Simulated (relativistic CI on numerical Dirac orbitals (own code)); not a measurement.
# Ag XXI (Ag²⁰⁺): levels and lines

Aim: the low levels of Ag²⁰⁺, their labels and the strongest lines; further runs change one setting each.

The numbers are computed with relativistic CI on numerical Dirac orbitals (own code) version 2 (Dirac-Coulomb-Breit CI, KLI orbitals optimised for each configuration, model QED (radiative potential, 1s self-energy scaled to tabulated hydrogen-like ionisation energies)), except any that are marked as measured or tabulated.

## (1) The atom as given

- ion: Ag²⁰⁺ (Ag XXI)
- nuclear charge: 47
- electrons: 27
- isotope: A = 107
- first configuration typed: [Ar] 3d9

The outer shells:

first configuration typed
```
[Ar] core
3d [↑↓][↑↓][↑↓][↑↓][↑ ]
```

## (2) The main run

The run's settings:

```ini
atom Ag  Z=47  charge=20  electrons=27
nucleus A=107  rms_radius_fm=4.5454
hamiltonian dirac-coulomb  breit=on  qed=on  c_scale=1
orbitals kli  potential=per-configuration
slater_scale 1
correlation none
mixing on
configurations
  [Ar] 3d9
  [Ne] 3s2 3p5 3d10
  [Ne] 3s 3p6 3d10
  [Ar] 3d8 4s
  [Ar] 3d8 4p
  [Ar] 3d8 4d
  [Ar] 3d8 4f
  [Ar] 3d7 4s2
  [Ne] 3s2 3p5 3d9 4s
  [Ne] 3s2 3p4 3d10 4s
  [Ar] 3d7 4s 4p
  [Ne] 3s2 3p4 3d10 4p
  [Ne] 3s2 3p5 3d9 4p
  [Ar] 3d8 5s
  [Ar] 3d7 4p2
  [Ar] 3d8 5p
end
```

## (3) Without QED terms

The settings differ from step 2 so:

```diff
@@ -2,3 +2,3 @@
 nucleus A=107  rms_radius_fm=4.5454
-hamiltonian dirac-coulomb  breit=on  qed=on  c_scale=1
+hamiltonian dirac-coulomb  breit=on  qed=off  c_scale=1
 orbitals kli  potential=per-configuration
```

## (4) One common potential

The settings differ from step 3 so:

```diff
@@ -2,4 +2,4 @@
 nucleus A=107  rms_radius_fm=4.5454
-hamiltonian dirac-coulomb  breit=on  qed=off  c_scale=1
-orbitals kli  potential=per-configuration
+hamiltonian dirac-coulomb  breit=on  qed=on  c_scale=1
+orbitals kli  potential=mean
 slater_scale 1
```

(Steps that only read results are left out.)

What does the calculation give? Wanted: lowest level; first excitation; lowest level of the other parity; fastest E1 line; ionisation energy.

**Answer**, as computed:

| run | time | mean size of shift, levels followed (cm⁻¹) | lowest level | ionisation energy (eV) |
| --- | --- | --- | --- | --- |
| main run | 1.3 s | 0 | 3d9 2D5/2 | 945.75 |
| without QED terms | 1 s | 1758 | 3d9 2D5/2 | 945.72 |
| one common potential | 0.74 s | 14277 | 3d9 2D5/2 | - |

The tabulated theoretical ionisation energy (NIST) is 946 eV.

```
                                                                        quantity                                                value
                                                                    lowest level                                            3d9 2D5/2
                                                                first excitation                                3d9 2D3/2, 51301 cm⁻¹
                                                lowest level of the other parity                           3p5 3d10 2P°3/2, 202.73 eV
                                                             levels in the model                                                  885
fastest E1 line (by rate) to the lowest level among the lowest 200 of 885 levels  2.196 nm, from 3d8 4f 2F°7/2 + 3p5 3d9 4s 2F° (iii)
                                                               ionisation energy                                            945.75 eV
                                 ionisation energy, tabulated theoretical (NIST)                                               946 eV
```

**Reading.** 3d9 2D5/2 comes out lowest; its LS label holds 100 % and its jj label 100 %; over the low levels the means are 72 and 88 %, so jj coupling describes them better. The ionisation energy agrees with the tabulated theoretical value within its uncertainty of 4 eV. The largest mover is «one common potential» (14277 cm⁻¹ on average). Lifetimes count radiative decay inside the model alone.
